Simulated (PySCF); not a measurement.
# CH5BF2SSi: the cost of one run

Computed with PySCF 2.14.0, with density-fitted response routines of our own, on a single molecule in the gas phase. Atoms are numbered from 0 throughout.

### 1 The starting structure

11 atoms, charge 0, multiplicity 1; geometry from: PBE0-D3(BJ)/def2-SVP.

Bonds of the start (Å): F0–B1 1.32, B1–F2 1.32, B1–C3 1.56, C3–S4 1.85, S4–Si5 2.16, C3–H6 1.10, C3–H7 1.10, Si5–H8 1.49, Si5–H9 1.49, Si5–H10 1.49.

### 2 NMR shieldings: PBE0/pcSseg-2

What the job is given:

```
{"job": {"kind": "nmr", "xc": "PBE0", "basis": "pcSseg-2", "pop": false}, "charge": 0, "multiplicity": 1}
F     -0.934160     1.726523    -0.164025
B     -1.541616     0.576818    -0.414463
F     -2.460264     0.581718    -1.358562
C     -1.131639    -0.715534     0.353726
S      0.340036    -1.330572    -0.579339
Si     1.855908     0.083716     0.009840
H     -0.869485    -0.552234     1.408832
H     -1.878424    -1.517686     0.284475
H      1.724727     0.347801     1.473822
H      1.786041     1.373539    -0.734518
H      3.143295    -0.600503    -0.297471
```

With the program's defaults for keys left out, this is: GIAO PBE0/pcSseg-2 NMR shielding, non-relativistic, gas phase.

Command:

```
OMP_NUM_THREADS=1 python probes_run.py task.json out
```

This one command runs all jobs of the session in turn.

**Question.** How long does this first job take on 1 thread of Arm Neoverse V1, shared host, and how much memory does it need?

About 49 s, with a peak of 1.2 GiB.
